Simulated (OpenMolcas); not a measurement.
# Pm³⁺ among point charges: CASSCF levels and susceptibility

Aim: the splitting of the states of Pm³⁺ in the field of 8 point charges, its lowest levels with spin-orbit coupling and its magnetic susceptibility.

Program: OpenMolcas 26.06. Level of theory: state-averaged CASSCF, spin-orbit coupling by RASSI with atomic mean-field integrals. These are calculated values, not measurements, unless marked.

## Step 1: The atom as given

```
Species                           : Pm³⁺ (promethium, Z = 61, 58 electrons)
Basis                             : ANO-RCC-VDZP [7s6p4d2f1g], 68 functions
Scalar Hamiltonian                : DKH2, point nucleus
Inactive shells                   : 1s 2s 2p 3s 3p 3d 4s 4p 4d 5s 5p
Active space                      : 4 electrons in 7 orbitals (4f)
Some configurations of this space : 4f⁴
Orbitals                          : optimised for the highest spin of each parity, averaged over all roots
```

Outer shells as boxes (Hund's rule):

4f4
```
4f [↑ ][↑ ][↑ ][↑ ][  ][  ][  ]
```

The ion sits among 8 point charges of -0.5 e arranged as a hexagonal bipyramid (D6h), 2.28 Å from the ion, with the axial distance 2.075 Å.

Each step is its own input file, run in one work folder so that later steps find the files of earlier ones. Labels, J, g values, rates, χT and fits are worked out afterwards by a script from the matrices that RASSI stores. The input lists half of the charges; inversion (Group=XYZ) makes the rest.

## Step 2: GATEWAY and SEWARD: basis and integrals

a.inp reads:

```
&GATEWAY
Coord
1

Pm 0.0 0.0 0.0
Basis=ANO-RCC-VDZP
Group=XYZ
NoMove
AngMom=0.0 0.0 0.0
AMFI
XField
4 Angstrom 0
2.280000 0.000000 0.000000 -0.500000
1.140000 1.974538 0.000000 -0.500000
1.140000 -1.974538 0.000000 -0.500000
0.000000 0.000000 2.074800 -0.500000
&SEWARD
```

On the command line:

```bash
OMP_NUM_THREADS=1 MOLCAS_MEM=2252 MOLCAS_PROJECT=a pymolcas a.inp > a.log
```

Standard output:

```text
Basis set label: PM.ANO-RCC...7S6P4D2F1G.

      Electronic valence basis set:
      ------------------
      Associated Effective Charge  61.000000 au
      Associated Actual Charge     61.000000 au
      Nuclear Model: Point charge

      Shell  nPrim  nBasis  Cartesian Spherical Contaminant
         s      25       7        X
         p      22       6        X
         d      15       4                 X
         f      11       2                 X
         g       4       1                 X
                  Relativistic Douglas-Kroll-Hess integrals:
                    - DKH order of Hamiltonian: 2
                    - DKH order of Properties : 0
                  Atomic mean-field integrals
```

## Step 3: CASSCF: quintets of even parity, 35 roots

a.inp reads:

```
&RASSCF
FileOrb=start.orb
Symmetry=1
Spin=5
nActEl=4 0 0
Inactive=15 12
Ras2=0 7
CIRoot=35 35 1
SDav=35
CIMx=300
Iter=120 100
PrWF=0.3
OrbListing=Nothing
MaxOrb=0
>>> COPY $Project.JobIph JOB001
```

On the command line:

```bash
OMP_NUM_THREADS=1 MOLCAS_MEM=2252 MOLCAS_PROJECT=a pymolcas a.inp > a.log
```

start.orb holds the contracted functions of the basis, ordered by shell, or the orbitals of the step before.

Standard output, cut to the lines that bear on the results:

```text
[...]
      Number of active orbitals                  7
[...]
      Spin quantum number                      2.0
[...]
      Active orbitals                            0   7
[...]
      Number of CSFs                            35
      Number of root(s) required                35
[...]
      Convergence after  9 iterations
[...]
      Natural orbitals and occupation numbers for root  1
      sym 2:   0.585499   0.582977   0.993120   0.006880   0.999989   0.414511   0.417024
      Natural orbitals and occupation numbers for root  2
      sym 2:   0.585467   0.414533   0.999992   0.006873   0.993127   0.582961   0.417047
      Natural orbitals and occupation numbers for root  3
      sym 2:   0.701044   0.731608   0.414575   0.475536   0.578407   0.792856   0.305974
::    RASSCF root number  1 Total energy: -10013.75253796
::    RASSCF root number  2 Total energy: -10013.75253796
::    RASSCF root number  3 Total energy: -10013.75250404
[...]
::    RASSCF root number 27 Total energy: -10013.64293572
::    RASSCF root number 28 Total energy: -10013.64293572
::    RASSCF root number 29 Total energy: -10013.64277551
::    RASSCF root number 30 Total energy: -10013.64259706
```

## Step 4: CASSCF: triplets of even parity, 162 roots

a.inp reads:

```
&RASSCF
FileOrb=start.orb
Symmetry=1
Spin=3
nActEl=4 0 0
Inactive=15 12
Ras2=0 7
CIRoot=162 162 1
SDav=210
CIMx=300
Iter=120 100
PrWF=0.3
OrbListing=Nothing
MaxOrb=0
CIOnly
>>> COPY $Project.JobIph JOB002
```

On the command line:

```bash
OMP_NUM_THREADS=1 MOLCAS_MEM=2252 MOLCAS_PROJECT=a pymolcas a.inp > a.log
```

Standard output, cut to the lines that bear on the results:

```text
[...]
      Number of active orbitals                  7
[...]
      Spin quantum number                      1.0
[...]
      Active orbitals                            0   7
[...]
      Number of CSFs                           210
      Number of root(s) required               162
[...]
      Natural orbitals and occupation numbers for root  1
      sym 2:   0.550197   0.577886   0.607023   0.543212   0.607023   0.577886   0.536773
      Natural orbitals and occupation numbers for root  2
      sym 2:   0.538099   0.578649   0.592069   0.537020   0.602986   0.599178   0.551999
      Natural orbitals and occupation numbers for root  3
      sym 2:   0.538063   0.579251   0.602967   0.598770   0.592082   0.536826   0.552041
::    RASSCF root number  1 Total energy: -10013.66965964
::    RASSCF root number  2 Total energy: -10013.66963954
::    RASSCF root number  3 Total energy: -10013.66963954
[...]
::    RASSCF root number 27 Total energy: -10013.63829012
::    RASSCF root number 28 Total energy: -10013.63815802
::    RASSCF root number 29 Total energy: -10013.63802317
::    RASSCF root number 30 Total energy: -10013.63802317
```

CIOnly: the orbitals of an earlier block are kept, and only the CI is solved.

## Step 5: CASSCF: singlets of even parity, 162 roots

a.inp reads:

```
&RASSCF
FileOrb=start.orb
Symmetry=1
Spin=1
nActEl=4 0 0
Inactive=15 12
Ras2=0 7
CIRoot=162 162 1
SDav=196
CIMx=300
Iter=120 100
PrWF=0.3
OrbListing=Nothing
MaxOrb=0
CIOnly
>>> COPY $Project.JobIph JOB003
```

Standard output, cut to the lines that bear on the results:

```text
[...]
      Number of active orbitals                  7
[...]
      Spin quantum number                      0.0
[...]
      Active orbitals                            0   7
[...]
      Number of CSFs                           196
      Number of root(s) required               162
[...]
      Natural orbitals and occupation numbers for root  1
      sym 2:   0.854422   0.506154   0.789011   0.397603   0.789011   0.506154   0.157645
      Natural orbitals and occupation numbers for root  2
      sym 2:   0.162898   0.439623   0.665668   0.336658   0.785303   0.756593   0.853257
      Natural orbitals and occupation numbers for root  3
      sym 2:   0.161270   0.624358   0.744467   0.649855   0.693540   0.258661   0.867848
::    RASSCF root number  1 Total energy: -10013.61935077
::    RASSCF root number  2 Total energy: -10013.61932664
::    RASSCF root number  3 Total energy: -10013.61932664
[...]
::    RASSCF root number 27 Total energy: -10013.59206422
::    RASSCF root number 28 Total energy: -10013.59206422
::    RASSCF root number 29 Total energy: -10013.59183669
::    RASSCF root number 30 Total energy: -10013.59183669
```

CIOnly: the orbitals of an earlier block are kept, and only the CI is solved.

## Step 6: State interaction with spin-orbit coupling

a.inp reads:

```
&RASSI
NrOfJobIphs=3 33 106 31
1 2 3 4 5 6 7 8 9 10 11 12 13 14 15 16 17 18 19 20 21 22 23 24 25 26 27
28 29 30 31 32 33
1 2 3 4 5 6 7 8 9 10 11 12 13 14 15 16 17 18 19 20 21 22 23 24 25 26 27
28 29 30 31 32 33 34 35 36 37 38 39 40 41 42 43 44 45 46 47 48 49 50 51
52 53 54 55 56 57 58 59 60 61 62 63 64 65 66 67 68 69 70 71 72 73 74 75
76 77 78 79 80 81 82 83 84 85 86 87 88 89 90 91 92 93 94 95 96 97 98 99
100 101 102 103 104 105 106
1 2 3 4 5 6 7 8 9 10 11 12 13 14 15 16 17 18 19 20 21 22 23 24 25 26 27
28 29 30 31
IphNames
JOB001
JOB002
JOB003
EJob
SpinOrbit
DIPRint=1.0
SOCoupling=1000.0
Subsets=2
Property=9
'ANGMOM' 1 'ANGMOM' 2 'ANGMOM' 3 'MLTPL  1' 1 'MLTPL  1' 2 'MLTPL  1' 3
'AMFI' 1 'AMFI' 2 'AMFI' 3
SOProperty=3
'ANGMOM' 1 'ANGMOM' 2 'ANGMOM' 3
```

Standard output, cut to the lines that bear on the results:

```text
SPIN-FREE ENERGIES:
  (Shifted by EMIN (a.u.) =     -10013.7525379599)
 SF State       Relative EMIN(au)   Rel lowest level(eV)    D:o, cm**(-1)      L_eff
     1             0.0000000000        0.0000000000              0.0000         6.0
     2             0.0000000000        0.0000000000              0.0000         6.0
     3             0.0000339191        0.0009229853              7.4444         6.0
     4             0.0000339191        0.0009229853              7.4444         6.0
     5             0.0001929137        0.0052494500             42.3397         6.0
     6             0.0004964957        0.0135103366            108.9682         6.0
     7             0.0006345595        0.0172672449            139.2697         6.0
     8             0.0006345595        0.0172672449            139.2697         6.0
     9             0.0006608228        0.0179819034            145.0338         6.0
    10             0.0007004228        0.0190594763            153.7250         6.0
[...]
Eigenvalues of complex Hamiltonian:
   -----------------------------------
  (Shifted by EMIN (a.u.) =     -10013.7525379599)
 SO State       Relative EMIN(au)   Rel lowest level(eV)    D:o, cm**(-1)     J-value
     1            -0.0198269242        0.0000000000              0.0000         2.9
     2            -0.0196990078        0.0034807832             28.0744         2.9
     3            -0.0195240382        0.0082419481             66.4758         3.3
     4            -0.0195240382        0.0082419477             66.4758         3.3
     5            -0.0193643169        0.0125881876            101.5306         1.9
     6            -0.0193643169        0.0125881880            101.5306         1.9
     7            -0.0192224640        0.0164482013            132.6637         3.9
     8            -0.0192224640        0.0164482021            132.6637         3.9
     9            -0.0191167699        0.0193242832            155.8609         4.0
    10            -0.0123887948        0.2024018134           1632.4807         3.3
    11            -0.0123887948        0.2024018135           1632.4807         3.3
[...]
```

These steps: 75 s of run time, 1 thread of Arm Neoverse V1, shared host.

Spin-free states:

```
  state  degeneracy  E (cm-1)  free-ion L (%)
quintet           2         0         I (100)
quintet           2         7         I (100)
quintet           1        42         I (100)
quintet           1       109         I (100)
quintet           2       139         I (100)
quintet           1       145         I (100)
quintet           1       154         I (100)
quintet           2       170         I (100)
quintet           1       187         I (100)
quintet           2     15178         F (100)
quintet           2     15268         F (100)
quintet           1     15279         S (100)
quintet           1     15350         F (100)
quintet           1     15352         F (100)
quintet           1     15386         F (100)
triplet           1     18190         K (100)
triplet           2     18194         K (100)
triplet           2     18206         K (100)
triplet           2     18208         K (100)
triplet           1     18221         K (100)
triplet           1     18223         K (100)
triplet           2     18236         K (100)
triplet           2     18238         K (100)
triplet           2     18243         K (100)
```

With spin-orbit coupling:

```csv
E (cm-1),Degeneracy,2S+1,J,abs mJ (%),g
0.0,1,5,4.00,3 (100),
28.1,1,5,4.00,3 (100),
66.5,2,5,4.00,2 (88),0.00 0.00 1.38
101.5,2,5,4.00,4 (88),0.00 0.00 4.03
132.7,2,5,4.00,1 (100),0.00 0.00 1.11
155.9,1,5,4.00,0 (100),
1632,2,5,5.00,4 (98),0.00 0.00 6.90
1633,1,5,5.00,3 (100),
1646,1,5,5.00,3 (100),
1662,2,5,5.00,5 (100),0.00 0.00 9.06
1672,2,5,5.00,2 (98),0.00 0.00 3.43
1702,2,5,5.00,1 (100),0.00 0.00 1.76
1713,1,5,5.00,0 (100),
3388,2,5,6.00,4 (99),0.00 0.00 8.35
3391,2,5,6.00,5 (100),0.00 0.00 10.58
3402,1,5,6.00,3 (100),
3414,1,5,6.00,3 (100),
3419,2,5,6.00,6 (100),0.00 0.00 12.93
3436,2,5,6.00,2 (99),0.00 0.00 4.15
3457,2,5,6.00,1 (100),0.00 0.00 2.13
3465,1,5,6.00,0 (100),
5249,2,5,7.00,5 (100),0.00 0.00 11.72
5259,1,5,7.00,6 (100),
5259,1,5,7.00,6 (100),
```

The table of states holds 24 of 111 computed; the rest, higher up, is left out. Principal g values are given for doublets only; a zero marks a field direction without first-order Zeeman splitting.

Powder χT (cm³ K/mol): 0.06 at 2 K, 0.15 at 5 K, 0.29 at 10 K, 0.50 at 20 K, 0.77 at 50 K, 0.89 at 100 K, 0.93 at 150 K, 0.96 at 200 K, 0.98 at 250 K, 1.00 at 300 K.

Stevens parameters of the J = 4 multiplet, 156 cm⁻¹ wide (cm⁻¹): B20 = -1.126e+00, B40 = 4.802e-02, B60 = 2.261e-04, B66 = 5.829e-03.

## Step 7: What came out

```
                                            quantity                                value
                                              method                               CASSCF
                              spin-free ground state  quintet, 2-fold in its orbital part
first state of the same spin within the active space                 quintet at 7.44 cm⁻¹
                                        lowest level                               1-fold
                                          next level                            28.1 cm⁻¹
                                         χT at 300 K                       1.00 cm³ K/mol
                           effective moment at 300 K                              2.82 μB
```

The spin-free ground state (quintet) comes to 100 % from free-ion I terms and keeps the highest spin of the shell. The triplets, singlets rest on orbitals optimised for another spin in at least one step, which raises them against the optimised states. Not all states of the active space went into the spin-orbit step. High states of lower spin are left out of the spin-orbit mixing, and CASSCF puts spin-flip levels too high. Point charges carry no covalency, so the field is a model and not that of real ligands.
